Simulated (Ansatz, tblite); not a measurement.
**The cluster H₃Au₃: spin states and exact exchange**

Aim: set other spin states of the cluster H₃Au₃ against its singlet, on many levels of theory.

Program: Ansatz 0.2.0, Gaussian basis. Level of theory: as each input shows. These are calculated values, not measurements.

The runs, in order: triplet, at the geometry of the singlet (GFN1-xTB, GFN2-xTB, PBE0-D4/def2-TZVP, PBE-D4/def2-TZVP, r2SCAN-D4/def2-TZVP); the singlet's energies come from earlier runs.

1 further run of the same task is left out (set aside as unsound or not needed).

## 1. The structure

The geometry is that of the singlet, from an earlier relaxation (PBE-D4/def2-TZVP). At that level it is the lowest of the isomers that a small search found.

6 atoms, charge 0, spin multiplicity 1.

Bond lengths: Au1–Au2 2.685 Å, Au1–Au3 2.685 Å, Au1–H4 1.569 Å, Au2–Au3 2.685 Å, Au2–H6 1.569 Å, Au3–H5 1.569 Å. Angles: Au2–Au1–Au3 60.0°, Au2–Au1–H4 163.2°, Au3–Au1–H4 103.2°, Au1–Au2–Au3 60.0°, Au1–Au2–H6 103.1°, Au3–Au2–H6 163.1°, Au1–Au3–Au2 60.0°, Au1–Au3–H5 163.1°, Au2–Au3–H5 103.1°.

Au takes a core potential in the def2 sets. No spin-orbit coupling is included.

## 2. Triplet at the fixed geometry, GFN1-xTB

Tight binding, by tblite at 300 K electronic temperature and without a spin-polarisation term:

```python
tblite.interface.Calculator('GFN1-xTB', numbers, positions, charge=0, uhf=2).singlepoint()
```

Energy -363.8923 eV; 0.004 s.

## 3. Triplet at the fixed geometry, GFN2-xTB

Tight binding, by tblite at 300 K electronic temperature and without a spin-polarisation term:

```python
tblite.interface.Calculator('GFN2-xTB', numbers, positions, charge=0, uhf=2).singlepoint()
```

Energy -354.9043 eV; 0.003 s.

## 4. Triplet at the fixed geometry, PBE0-D4/def2-TZVP

The input, in.yaml:

```yaml
crystal:
  periodic: [false, false, false]
  atoms:
    - {symbol: Au, position_ang: [-0.035527, -1.548224, 0.068467]}
    - {symbol: Au, position_ang: [-1.322077, 0.801718, -0.108187]}
    - {symbol: Au, position_ang: [1.358122, 0.746509, 0.039723]}
    - {symbol: H, position_ang: [1.082663, -2.644015, 0.178573]}
    - {symbol: H, position_ang: [1.748863, 2.265794, -0.007838]}
    - {symbol: H, position_ang: [-2.832044, 0.378228, -0.170739]}
basis:
  gaussian: {orbitals: def2-TZVP}
magnetization: {spin_polarized: true, initial_magnetization: 2}
hamiltonian: {xc: pbe0, dispersion: d4}
scf: {omitted_lower_state_checks: [starts]}
output: {orbitals: {seedname: orbitals}}
```

Started as:

```sh
ansatz run in.yaml --threads 2 --pin off --events-out ev --progress --plain --max-ram 4352MiB
```

Standard output:

```text
Functional definition: PBE0
  name "PBE0"
  cite "Adamo & Barone, J. Chem. Phys. 110, 6158 (1999) doi:10.1063/1.478522"
  cite "Perdew, Burke & Ernzerhof, Phys. Rev. Lett. 77, 3865 (1996) doi:10.1103/PhysRevLett.77.3865"
  parent pbe
  parameter a = 0.25
  parameter kappa = 0.804
  parameter beta = 0.06672455060314922
  exchange = (1 - a)*pbe_x(kappa = kappa, mu = beta*pi^2/3) + a*exact_x
  correlation = pbe_c(beta = beta)
these checks for a lower state are left out or cut short: starts
1365 factors; their error is unknown
mean field evaluation 1: about -11125.4005 eV, gradient 1.7e1 eV
mean field evaluation 2: about -11123.7377 eV, gradient 2.8e1 eV
mean field evaluation 4: about -11126.7084 eV, gradient 2.0e0 eV
mean field evaluation 8: about -11126.7327 eV, gradient 1.2e-1 eV
mean field evaluation 16: about -11126.8366 eV, gradient 1.9e-3 eV
mean field evaluation 32: about -11126.8400 eV, gradient 1.4e-2 eV
mean field -11126.84001326 eV, -408.9038284443 hartree, gradient 7.5e-6 eV, S^2 2.009900; 0 other end points of the search recorded, 0 dependent functions left out
reference -11126.84005706 eV, -408.9038300537 hartree; 31, 29 occupied and 107, 109 virtual orbitals, 1365 factors
Total energy: -11127.02088501 eV, -408.9104753583 hartree
Checks for a lower state left out: starts
```

Run time: 26 s. Hardware: 2 threads of Arm Neoverse V2, shared host; peak memory 0.73 GiB.

From the report: HOMO -5.02 eV, LUMO -6.34 eV (over both spins; with the spin held, an empty level of the minority spin lies below the top filled one); ⟨S²⟩ 2.010 (pure: 2.00).

## 5. Triplet at the fixed geometry, PBE-D4/def2-TZVP

start.molden holds the orbitals of an earlier run on this state, given as this run's starting guess.

in.yaml, as its differences from that of step 4:

```diff
@@ -10,5 +10,5 @@
 basis:
-  gaussian: {orbitals: def2-TZVP}
+  gaussian: {orbitals: def2-TZVP, initial_orbitals: start.molden}
 magnetization: {spin_polarized: true, initial_magnetization: 2}
-hamiltonian: {xc: pbe0, dispersion: d4}
+hamiltonian: {xc: pbe, dispersion: d4}
 scf: {omitted_lower_state_checks: [starts]}
```

The command is unchanged.

Standard output:

```text
Functional definition: PBE
  name "PBE"
  cite "Perdew, Burke & Ernzerhof, Phys. Rev. Lett. 77, 3865 (1996) doi:10.1103/PhysRevLett.77.3865"
  parent pbe
  parameter kappa = 0.804
  parameter beta = 0.06672455060314922
  exchange = pbe_x(kappa = kappa, mu = beta*pi^2/3)
  correlation = pbe_c(beta = beta)
these checks for a lower state are left out or cut short: starts
1206 factors; their error is unknown
mean field evaluation 1: about -11130.9251 eV, gradient 6.1e0 eV
mean field evaluation 2: about -11131.0828 eV, gradient 2.3e-1 eV
mean field evaluation 4: about -11130.9840 eV, gradient 4.2e0 eV
mean field evaluation 8: about -11131.1027 eV, gradient 1.2e-1 eV
mean field -11131.10398818 eV, -409.0605266324 hartree, gradient 1.2e-5 eV, S^2 2.003550; 0 other end points of the search recorded, 0 dependent functions left out
reference -11131.10404600 eV, -409.0605287573 hartree; 31, 29 occupied and 107, 109 virtual orbitals, 1206 factors
Total energy: -11131.31529201 eV, -409.0682919049 hartree
Checks for a lower state left out: starts
```

Wall time 8.5 s (2 threads of Arm Neoverse V2, shared host).

Report: HOMO -4.16 eV, LUMO -7.03 eV (over both spins; with the spin held, an empty level of the minority spin lies below the top filled one); ⟨S²⟩ 2.004 (pure: 2.00).

## 6. Triplet at the fixed geometry, r2SCAN-D4/def2-TZVP

in.yaml, as its differences from that of step 5:

```diff
@@ -12,3 +12,3 @@
 magnetization: {spin_polarized: true, initial_magnetization: 2}
-hamiltonian: {xc: pbe, dispersion: d4}
+hamiltonian: {xc: r2scan, dispersion: d4}
 scf: {omitted_lower_state_checks: [starts]}
```

The command is unchanged.

Standard output, cut to the lines that bear on the results:

```text
Functional definition: r2SCAN
  name "r2SCAN"
  cite "Furness, Kaplan, Ning, Perdew & Sun, J. Phys. Chem. Lett. 11, 8208 (2020) doi:10.1021/acs.jpclett.0c02405"
  cite "Furness, Kaplan, Ning, Perdew & Sun, J. Phys. Chem. Lett. 11, 9248 (2020) doi:10.1021/acs.jpclett.0c03077"
  parent r2scan
[...]
1206 factors; their error is unknown
[...]
mean field -11132.62365522 eV, -409.1163733659 hartree, gradient 3.0e-6 eV, S^2 2.007807; 0 other end points of the search recorded, 0 dependent functions left out
reference -11132.62368087 eV, -409.1163743086 hartree; 31, 29 occupied and 107, 109 virtual orbitals, 1206 factors
Total energy: -11132.66658259 eV, -409.1179509177 hartree
Checks for a lower state left out: starts
```

Wall time 43 s (2 threads of Arm Neoverse V2, shared host).

Report: HOMO -4.29 eV, LUMO -7.03 eV (over both spins; with the spin held, an empty level of the minority spin lies below the top filled one); ⟨S²⟩ 2.008 (pure: 2.00).

## 7. Triplet less singlet, vertical

The singlet's energies are those of its earlier runs, whose logs aren't repeated here.

```csv
level,"triplet less singlet, vertical (eV)",time
GFN1-xTB,+2.113,0.008 s
GFN2-xTB,+3.308,0.006 s
PBE-D4/def2-TZVP,+3.015,12 s
r2SCAN-D4/def2-TZVP,+3.118,50 s
PBE0-D4/def2-TZVP,+3.039,30 s
```

Times add the two runs; a level without a time comes out of a correlated run. Tight binding without a spin term can't rank spin states.

## 8. Summary of results

```
                                                quantity                                     value
triplet less singlet, vertical, functionals in def2-TZVP  +3.015 (PBE-D4) to +3.118 eV (r2SCAN-D4)
```

All functionals put the triplet above the singlet, over a spread of 0.103 eV. The checks for a lower triplet were left out, so another state of that spin may lie lower. The singlet here is a closed shell; an open-shell singlet can lie lower. These are electronic energies, without zero-point motion, entropy or surroundings. Spin-orbit coupling is left out too; for so heavy a metal it can shift spin gaps by tenths of an eV.
